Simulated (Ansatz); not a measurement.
# CF2InN: basis-set convergence

An exercise on one series of results from a longer session: the logs are not shown, and one member is left open.

Method: one geometry, several basis sets; program: Ansatz 0.2.0, Gaussian basis.

Levels to be run: PBE0-D4/def2-SVP; ωB97M-V/def2-SVP; PBE0-D4/def2-QZVPP; ωB97M-V/def2-QZVPP; the functionals' def2-TZVPP values are taken from earlier runs.

### The geometry

An earlier PBE0-D4 in a triple-zeta def2 set relaxation fixed the geometry. In takes the def2 core potential; no spin-orbit term is included.

SMILES `N#[C][In]([F])[F]`, 5 atoms, charge 0, spin multiplicity 1.

Atoms are counted from 1 here; the program's logs count them from 0.

Bond lengths: N1–C2 1.152 Å, C2–In3 2.072 Å, In3–F4 1.919 Å, In3–F5 1.919 Å. Angles: N1–C2–In3 180.0°, C2–In3–F4 123.5°, C2–In3–F5 123.5°, F4–In3–F5 112.9°.

The first run:

Input file in.yaml:

```yaml
crystal:
  periodic: [false, false, false]
  atoms:
    - {symbol: N, position_ang: [1.297993, -1.592218, 1.589587]}
    - {symbol: C, position_ang: [0.724866, -0.890262, 0.878561]}
    - {symbol: In, position_ang: [-0.306032, 0.372295, -0.400272]}
    - {symbol: F, position_ang: [-1.872103, -0.154821, -1.375519]}
    - {symbol: F, position_ang: [0.205078, 2.191406, -0.733656]}
basis:
  gaussian: {orbitals: def2-SVP}
hamiltonian: {xc: pbe0, dispersion: d4}
output: {orbitals: {seedname: orbitals}}
```

Among the steps run: PBE0-D4 in def2-SVP; ωB97M-V in def2-SVP; PBE0-D4 in def2-QZVPP; ωB97M-V in def2-QZVPP.

One table of the session follows, with a row left open; its other results are not shown here.

It belongs to the step «Functionals by basis». 

```
functional       basis  HOMO (eV)  LUMO (eV)
   PBE0-D4    def2-SVP     -10.63      -2.66
   PBE0-D4  def2-TZVPP     -10.74      -2.87
   PBE0-D4  def2-QZVPP     -10.75      -2.89
   ωB97M-V    def2-SVP     -12.99      -0.70
   ωB97M-V  def2-TZVPP     -13.08      -0.90
   ωB97M-V  def2-QZVPP          ?          ?
```

**Question.** Estimate the row for ωB97M-V, def2-QZVPP.

The run gave: HOMO (eV): -13.10; LUMO (eV): -0.99. In the column «HOMO (eV)» it is the lowest.
